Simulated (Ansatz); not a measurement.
# TiO2: equal strain of all cell vectors

One table from this session's results is given with a row withheld; the runs are named, their logs left out.

Method: DFT r2SCAN, scalar-relativistic, plane waves, PAW, in Ansatz 0.2.0.

## The system as given

The structure is tetragonal, space group I4/m (No. 87). Conventional cell: a = 8.702 Å, b = 8.702 Å, c = 3.775 Å, α = 90.00°, β = 90.00°, γ = 90.00°. Ti (site symmetry m) has 6 O at 1.80 to 2.26 Å as nearest neighbours. Around O (site symmetry m) lie 4 Ti at 1.95 to 2.26 Å. Around O (site symmetry m) lie 2 Ti at 1.80 to 1.81 Å.

As a file:

```
Ti O
1.0
    -4.35076    4.35076    1.88756
     4.35076   -4.35076    1.88756
     4.35076    4.35076   -1.88756
Ti O
4 8
Direct
  0.29228 0.00286 0.29514
  0.00286 0.70772 0.71057
  0.99714 0.29228 0.28943
  0.70772 0.99714 0.70486
  0.49886 0.15078 0.64965
  0.16166 0.84040 0.00206
  0.15078 0.50114 0.65192
  0.15960 0.16166 0.32126
  0.84040 0.83834 0.67874
  0.84922 0.49886 0.34808
  0.83834 0.15960 0.99794
  0.50114 0.84922 0.35035
```

Source of the structure: the Materials Project (structure only).

The first run:

(A quick probe on a coarse mesh, which set the mesh and smearing, is not shown.)

File input.yaml:

```yaml
crystal:
  lattice:
    - [-4.3507577183, 4.3507577183, 1.8875555959]
    - [4.3507577183, -4.3507577183, 1.8875555959]
    - [4.3507577183, 4.3507577183, -1.8875555959]
  atoms:
    - { symbol: Ti, position: [0.2922817, 0.00285525, 0.29513695] }
    - { symbol: Ti, position: [0.00285525, 0.7077183, 0.71057354] }
    - { symbol: Ti, position: [0.99714475, 0.2922817, 0.28942646] }
    - { symbol: Ti, position: [0.7077183, 0.99714475, 0.70486305] }
    - { symbol: O, position: [0.49886382, 0.15078472, 0.64964854] }
    - { symbol: O, position: [0.16166201, 0.8403974, 0.00205942] }
    - { symbol: O, position: [0.15078471, 0.50113618, 0.65192089] }
    - { symbol: O, position: [0.15960259, 0.16166201, 0.32126461] }
    - { symbol: O, position: [0.8403974, 0.83833799, 0.67873539] }
    - { symbol: O, position: [0.84921528, 0.49886382, 0.34807911] }
    - { symbol: O, position: [0.83833799, 0.15960259, 0.99794058] }
    - { symbol: O, position: [0.50113618, 0.84921529, 0.35035146] }
basis:
  ecutwfc: 500
kpoints:
  mp_grid: { grid: [8, 8, 8] }
hamiltonian:
  xc: r2scan
scf:
  occupations: { method: gaussian, width: 0.02 }
output:
  forces: true
  stress: true
  eigenvalues: true
relax:
  adjacent_minimum: "off"
  f_tol: 0.005
  max_steps: 80
  cell: { stress_tol: 0.05 }
```

Run with:

```console
$ ansatz run input.yaml --threads 2 --pin off --max-ram 5120MiB --backend cpu --events-out ev --progress --plain --runs-dir out
```

Among the steps run: Full relaxation; The unstrained reference; Band edges over the zone; Strain -2.0 %; The gap over the whole zone at -2.0 %; At +2.0 %; The gap over the whole zone at +2.0 %; Strain -4.0 %; The gap over the whole zone at -4.0 %; The cell strained by +4.0 %; The gap over the whole zone at +4.0 %.

One of the session's tables, all rows but one given; the rest of the session is left out.

It belongs to the step «Energy, stress and gap against strain». Lengths are those of the vectors of the cell that was run; stresses in GPa:

```
strain (%)  ΔE (meV/atom)  a (Å)  b (Å)  c (Å)
      -4.0          117.6  6.174  6.174  6.174
      -2.0           28.7  6.303  6.303  6.303
      +0.0            0.0  6.431  6.431  6.431
      +2.0              ?      ?      ?      ?
      +4.0           88.7  6.689  6.689  6.689
```

**Question.** Estimate the row for strain (%) = +2.0.

Worked estimate for «ΔE (meV/atom)». A straight line through the neighbours (0.0, 0.0) and (4.0, 88.7) gives 0.0 + (88.7 − 0.0) × (2.0 − 0.0) / (4.0 − 0.0) = 44.4; a parabola fitted to 3 rows on both sides gives 20.0.

The run gave: ΔE (meV/atom): 24.4; a (Å): 6.560; b (Å): 6.560; c (Å): 6.560. In «ΔE (meV/atom)» the line misses by +20.0 and the parabola by -4.4.

ΔE is over the unstrained cell. Stress in GPa, positive in compression, on the Cartesian axes of the input.

Caveats from the session: Warnings in the runs' records: stress scf threshold loose, stability check not made, seeded moment not kept.
